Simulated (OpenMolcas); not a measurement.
# SiPH5O2 (SMILES O[SiH2]OP): a chain of runs

Aim: a single-point energy (HF/ANO-RCC-MB), then a single-point energy (CASSCF(2,2)/ANO-RCC-VDZP), then an energy scan (CASPT2(2,2)/ANO-RCC-VDZP), then an energy scan (SC-NEVPT2(2,2)/ANO-RCC-VDZP), then the energy along one coordinate (MC-PDFT[tPBE](2,2)/ANO-RCC-VDZP) of SiPH5O2. 

Program for the calculation: OpenMolcas 26.06.

**1. The system as given**

SiPH5O2 has 9 atoms, charge 0, and is taken as a singlet. As SMILES, `O[SiH2]OP`. Geometry: relaxed at PBE0-D4/def2-TZVP. This is one conformer, not always the lowest.

Bond lengths: O1–Si2 1.637 Å, Si2–O3 1.648 Å, O3–P4 1.646 Å, O1–H5 0.958 Å, Si2–H6 1.486 Å, Si2–H7 1.473 Å, P4–H8 1.424 Å, P4–H9 1.424 Å. Some angles: O1–Si2–O3 112.6°, Si2–O3–P4 125.8°, O1–Si2–H6 109.8°, O1–Si2–H7 106.9°, O3–Si2–H6 108.4°, O3–Si2–H7 105.8°, Si2–O1–H5 118.2°, O3–P4–H8 98.7°, O3–P4–H9 98.7°, H6–Si2–H7 113.3°.

**2. The energy at HF/ANO-RCC-MB (DKH2) (run 1)**

Contents of geom.xyz:

```xyz
9

O     -0.307900     1.144300    -1.642900
Si     0.817700     0.562000    -0.606400
O      0.302400    -0.778100     0.201800
P     -0.942200    -0.834900     1.277600
H     -0.998700     1.706900    -1.290600
H      1.170600     1.605300     0.391300
H      1.964500     0.123500    -1.421100
H     -0.305900    -1.590900     2.302600
H     -1.612000    -1.984300     0.770600
```

Contents of step1.inp:

```
&gateway
  coord=geom.xyz
  basis=ANO-RCC-MB
  group=NoSym

&seward

&scf
  prorbitals=0

&localisation
  occupied
  freeze
  pipek-mezey

&localisation
  fileorb=$Project.LocOrb
  virtual
  pipek-mezey
```

Run with:

```bash
$ export MOLCAS_MEM=1860
$ pymolcas step1.inp > step1.log
```

The log of the run:

```text
--- Start Module: gateway ---
[...]
--- Stop Module: gateway /rc=_RC_ALL_IS_WELL_ ---
[...]
      Basis functions           33
[...]
       Convergence after  10 Iterations
[...]
::    Total SCF energy                               -783.5554171651
[...]
      Total spin, S                                     0.0000000000
[...]
      Total electronic charge=   50.000000
      Total            charge=   -0.000000
[...]
      Dipole Moment (debye):
      Origin of the operator (angstrom)=   -0.0643   -0.0461    0.0033
                   X= -4.2049E-01               Y=  7.3372E-01               Z=  1.4990E+00           Total=  1.7211E+00
      Quadrupole Moment (debye*angstrom):
[...]
--- Start Module: localisation ---
[...]
--- Stop Module: localisation /rc=_RC_ALL_IS_WELL_ ---
--- Start Module: localisation ---
[...]
--- Stop Module: localisation /rc=_RC_ALL_IS_WELL_ ---
[...]
```

Wall time 5.1 s (1 thread of Intel Xeon Platinum 8259CL at 2.50GHz (Skylake/Cascade Lake), shared host); peak memory 0.38 GiB.

**3. The energy at CASSCF(2,2)/ANO-RCC-VDZP (DKH2, RICD fitting) (run 2)**

geom.xyz is that of step 2.

Contents of step2.inp:

```
>>> EXPORT MOLCAS_PRINT=2

&gateway
  coord
  geom.xyz
  basis
  ANO-RCC-MB
  group
  NoSym

&seward

&rasscf
  fileorb
  $CurrDir/step1.LocOrb
  alter
  2
  1 17 25
  1 26 33
  spin
  1
  nactel
  2 0 0
  inactive
  24
  ras2
  2
  orblisting
  Nothing
>>> COPY $Project.RunFile RUNFIL1
>>> COPY $Project.RasOrb INPORB

&gateway
  coord
  geom.xyz
  basis
  ANO-RCC-VDZP
  group
  NoSym
  ricd

&seward
>>> COPY $Project.RunFile RUNFIL2

&expbas

&rasscf
  fileorb
  $Project.ExpOrb
  spin
  1
  nactel
  2 0 0
  inactive
  24
  ras2
  2
  orblisting
  Nothing
```

Run with:

```bash
$ export MOLCAS_MEM=1860
$ pymolcas step2.inp > step2.log
```

The log of the run:

```text
--- Start Module: gateway ---
[...]
--- Stop Module: gateway /rc=_RC_ALL_IS_WELL_ ---
[...]
      Basis functions           33
[...]
      Number of active orbitals                  2
[...]
      Spin quantum number                      0.0
[...]
      Active orbitals                            2
[...]
      Number of CSFs                             3
[...]
      Number of root(s) required                 1
[...]
      Convergence after 11 iterations
[...]
      printout of CI-coefficients larger than  0.05 for root  1
      energy=    -783.573627
      conf/sym  11     Coeff  Weight
             1  20   0.99489 0.98980
             3  02  -0.10099 0.01020
      Natural orbitals and occupation numbers for root  1
      sym 1:   1.979603   0.020397
      ************************************************************************************************************************
      *                                                    Final results                                                     *
[...]
::    RASSCF root number  1 Total energy:   -783.57362683
[...]
      Basis functions           89
[...]
--- Start Module: expbas ---
[...]
--- Stop Module: expbas /rc=_RC_ALL_IS_WELL_ ---
--- Start Module: rasscf ---
[...]
      Convergence after 16 iterations
[...]
      Natural orbitals and occupation numbers for root  1
      sym 1:   1.982084   0.017916
      ************************************************************************************************************************
      *                                                    Final results                                                     *
[...]
::    RASSCF root number  1 Total energy:   -784.02112674
[...]
      Total electronic charge=   50.000000
      Total            charge=   -0.000000
[...]
      Dipole Moment (debye):
      Origin of the operator (angstrom)=   -0.0643   -0.0461    0.0033
                   X= -6.2232E-01               Y=  5.6654E-01               Z=  1.2810E+00           Total=  1.5327E+00
      Quadrupole Moment (debye*angstrom):
[...]
--- Stop Module: rasscf /rc=_RC_ALL_IS_WELL_ ---
[...]
```

Run time: 16 s. Hardware: 1 thread of Intel Xeon Platinum 8259CL at 2.50GHz (Skylake/Cascade Lake), shared host; peak memory 0.38 GiB.

**4. An energy scan at CASPT2(2,2)/ANO-RCC-VDZP (DKH2, RICD fitting, ipea shift 0.25 Eh, pt2 variant SS) (run 3)**

Contents of step3.inp:

```
>>> COPY $CurrDir/step2.RasOrb $Project.RasOrb
>>> ForEach K in (1, 2, 3, 4, 5, 6, 7, 8, 9)

&GATEWAY
 Coord
 $CurrDir/point$K.xyz
 Basis
 ANO-RCC-VDZP
 Group
 NoSym
 RICD

&SEWARD

&RASSCF
 FileOrb
 $Project.RasOrb
 Spin
 1
 Nactel
 2 0 0
 Inactive
 24
 Ras2
 2
 OrbListing
 Nothing

&CASPT2
 Imaginary
 0.2
 Frozen
 12
>>> EndDo
```

Run with:

```bash
$ export MOLCAS_MEM=1860
$ pymolcas step3.inp > step3.log
```

The log of the run:

```text
[...]
      Basis functions           89
[...]
      Number of active orbitals                  2
[...]
      Spin quantum number                      0.0
[...]
      Active orbitals                            2
[...]
      Number of CSFs                             3
[...]
      Number of root(s) required                 1
[...]
      Convergence after 13 iterations
[...]
      Natural orbitals and occupation numbers for root  1
      sym 1:   1.987899   0.012101
      ************************************************************************************************************************
      *                                                    Final results                                                     *
[...]
::    RASSCF root number  1 Total energy:   -784.00869705
[...]
::    CASPT2 Root  1     Total energy:   -784.59224513
[...]
      Convergence after 13 iterations
[...]
      Natural orbitals and occupation numbers for root  1
      sym 1:   1.982088   0.017912
      ************************************************************************************************************************
      *                                                    Final results                                                     *
[...]
      Convergence after 16 iterations
[...]
      Natural orbitals and occupation numbers for root  1
      sym 1:   1.815082   0.184918
      ************************************************************************************************************************
      *                                                    Final results                                                     *
[...]
      Convergence after 20 iterations
[...]
      Natural orbitals and occupation numbers for root  1
      sym 1:   1.630484   0.369516
      ************************************************************************************************************************
      *                                                    Final results                                                     *
[...]
      Convergence after 18 iterations
[...]
      Natural orbitals and occupation numbers for root  1
      sym 1:   1.369907   0.630093
      ************************************************************************************************************************
      *                                                    Final results                                                     *
[...]
::    RASSCF root number  1 Total energy:   -783.85796531
[...]
::    CASPT2 Root  1     Total energy:   -784.42032049
[...]
      Convergence after 20 iterations
[...]
::    RASSCF root number  1 Total energy:   -783.85267861
[...]
::    CASPT2 Root  1     Total energy:   -784.41165934
[...]
```

Run time: 1.8 min. Hardware: 1 thread of Intel Xeon Platinum 8259CL at 2.50GHz (Skylake/Cascade Lake), shared host; peak memory 0.084 GiB.

The scan, from its lowest point:

```
H5–O1 (Å)  energy (kJ/mol)
    0.862             35.7
    0.958              0.0
    1.054             15.9
    1.198             83.4
    1.389            195.5
    1.629            322.0
    1.916            424.8
    2.299            487.0
    2.874            509.8
```

**5. An energy scan at SC-NEVPT2(2,2)/ANO-RCC-VDZP (DKH2, RICD fitting, pt2 variant SC-NEVPT2) (run 4)**

Contents of step4.input:

```
>>> EXPORT MOLCAS_PRINT=2
>>> COPY $CurrDir/step2.RasOrb $Project.RasOrb
>>> ForEach K in (1, 2, 3, 4, 5, 6, 7, 8, 9)

&GATEWAY
  Coord
  $CurrDir/point$K.xyz
  Basis
  ANO-RCC-VDZP
  Group
  NoSym
  RICD

&SEWARD

&RASSCF
  FileOrb
  $Project.RasOrb
  Spin
  1
  Nactel
  2 0 0
  Inactive
  24
  Ras2
  2
  OrbListing
  Nothing

&CASPT2
  SC-NEVPT2
  Frozen
  12
>>> EndDo
```

Run with:

```bash
$ export MOLCAS_MEM=1860
$ pymolcas step4.input > step4.log
```

The log of the run:

```text
[...]
      Basis functions           89
[...]
      Number of active orbitals                  2
[...]
      Spin quantum number                      0.0
[...]
      Active orbitals                            2
[...]
      Number of CSFs                             3
[...]
      Number of root(s) required                 1
[...]
      Convergence after 13 iterations
[...]
      printout of CI-coefficients larger than  0.05 for root  1
      energy=    -784.008697
      conf/sym  11     Coeff  Weight
             1  20   0.99697 0.99395
             3  02  -0.07778 0.00605
      Natural orbitals and occupation numbers for root  1
      sym 1:   1.987899   0.012101
      ************************************************************************************************************************
      *                                                    Final results                                                     *
[...]
::    RASSCF root number  1 Total energy:   -784.00869705
[...]
      E2 (Variational):          -0.5827727099
[...]
::    SC-NEVPT2 Root  1     Total energy:   -784.59139360
[...]
      Convergence after 13 iterations
[...]
      Natural orbitals and occupation numbers for root  1
      sym 1:   1.982088   0.017912
      ************************************************************************************************************************
      *                                                    Final results                                                     *
[...]
      Convergence after 16 iterations
[...]
      Natural orbitals and occupation numbers for root  1
      sym 1:   1.815082   0.184918
      ************************************************************************************************************************
      *                                                    Final results                                                     *
[...]
      Convergence after 20 iterations
[...]
      Natural orbitals and occupation numbers for root  1
      sym 1:   1.630484   0.369516
      ************************************************************************************************************************
      *                                                    Final results                                                     *
[...]
      Convergence after 18 iterations
[...]
::    RASSCF root number  1 Total energy:   -783.85796531
[...]
::    SC-NEVPT2 Root  1     Total energy:   -784.41633707
[...]
      Convergence after 20 iterations
[...]
::    RASSCF root number  1 Total energy:   -783.85267861
[...]
      E2 (Variational):          -0.5551565152
[...]
      Reference weight:           0.84077
[...]
::    SC-NEVPT2 Root  1     Total energy:   -784.40783512
[...]
```

It took 1.7 min on 1 thread of Intel Xeon Platinum 8259CL at 2.50GHz (Skylake/Cascade Lake), shared host; peak memory 0.084 GiB.

The scan, from its lowest point:

```
H5–O1 (Å)  energy (kJ/mol)
    0.862             38.6
    0.958              0.0
    1.054             13.2
    1.198             78.4
    1.389            191.5
    1.629            324.1
    1.916            433.7
    2.299            498.2
    2.874            520.5
```

**6. The energy along one coordinate at MC-PDFT[tPBE](2,2)/ANO-RCC-VDZP (DKH2, RICD fitting) (run 5)**

Contents of step5.inp:

```
>>> COPY $CurrDir/step2.RasOrb $Project.RasOrb
>>> ForEach K in (1, 2, 3, 4, 5, 6, 7, 8, 9)

&GATEWAY
 Coord=$CurrDir/point$K.xyz
 Basis=ANO-RCC-VDZP
 Group=NoSym
 RICD

&SEWARD

&RASSCF
 FileOrb=$Project.RasOrb
 Spin=1
 Nactel=2 0 0
 Inactive=24
 Ras2=2
 OrbListing=Nothing

&MCPDFT
 KSDFT=T:PBE
>>> EndDo
```

Run with:

```bash
$ export MOLCAS_MEM=1860
$ pymolcas step5.inp > step5.log
```

The log of the run:

```text
--- Start Module: gateway ---
[...]
      Basis functions           89
[...]
      Number of active orbitals                  2
[...]
      Spin quantum number                      0.0
[...]
      Active orbitals                            2
[...]
      Number of CSFs                             3
[...]
      Number of root(s) required                 1
[...]
      Convergence after 13 iterations
[...]
      printout of CI-coefficients larger than  0.05 for root  1
      energy=    -784.008697
      conf/sym  11     Coeff  Weight
             1  20   0.99697 0.99395
             3  02  -0.07778 0.00605
      Natural orbitals and occupation numbers for root  1
      sym 1:   1.987899   0.012101
      ************************************************************************************************************************
      *                                                    Final results                                                     *
[...]
::    RASSCF root number  1 Total energy:   -784.00869705
[...]
::    MCPDFT root number  1 Total energy:   -785.47180243
[...]
      Convergence after 13 iterations
[...]
      Natural orbitals and occupation numbers for root  1
      sym 1:   1.982088   0.017912
      ************************************************************************************************************************
      *                                                    Final results                                                     *
[...]
      Convergence after 16 iterations
[...]
      Natural orbitals and occupation numbers for root  1
      sym 1:   1.815082   0.184918
      ************************************************************************************************************************
      *                                                    Final results                                                     *
[...]
      Convergence after 20 iterations
[...]
      Natural orbitals and occupation numbers for root  1
      sym 1:   1.630484   0.369516
      ************************************************************************************************************************
      *                                                    Final results                                                     *
[...]
      Convergence after 18 iterations
[...]
::    RASSCF root number  1 Total energy:   -783.85796531
[...]
::    MCPDFT root number  1 Total energy:   -785.29083759
[...]
      Convergence after 20 iterations
[...]
::    RASSCF root number  1 Total energy:   -783.85267861
[...]
      Total electronic charge=   50.000000
      Total            charge=   -0.000000
[...]
::    MCPDFT root number  1 Total energy:   -785.28141238
[...]
```

Run time: 1.8 min. Hardware: 1 thread of Intel Xeon Platinum 8259CL at 2.50GHz (Skylake/Cascade Lake), shared host; peak memory 0.084 GiB.

The scan, from its lowest point:

```
H5–O1 (Å)  energy (kJ/mol)
    0.862             35.8
    0.958              0.0
    1.054             15.3
    1.198             82.0
    1.389            194.1
    1.629            325.2
    1.916            438.7
    2.299            511.0
    2.874            535.7
```

**7. Results**

| quantity | value |
| --- | --- |
| run 1, HF/ANO-RCC-MB: total energy | -783.55542 Eh |
| run 1, HF/ANO-RCC-MB: dipole moment | 1.72 D |
| run 1, HF/ANO-RCC-MB: HOMO energy | -10.86 eV |
| run 1, HF/ANO-RCC-MB: LUMO energy | 5.48 eV |
| run 1, HF/ANO-RCC-MB: HOMO–LUMO gap | 16.34 eV |
| run 2, CASSCF(2,2)/ANO-RCC-VDZP: total energy | -784.02113 Eh |
| run 2, CASSCF(2,2)/ANO-RCC-VDZP: dipole moment (CASSCF density) | 1.53 D |
| run 3, CASPT2(2,2)/ANO-RCC-VDZP: lowest energy of the scan | -784.60583 Eh |
| run 4, SC-NEVPT2(2,2)/ANO-RCC-VDZP: lowest energy of the scan | -784.60608 Eh |
| run 5, MC-PDFT[tPBE](2,2)/ANO-RCC-VDZP: lowest energy of the scan | -785.48545 Eh |

What this shows: Mulliken charges (run 1, HF/ANO-RCC-MB) run from -0.84 on O1 to +1.19 on Si2.
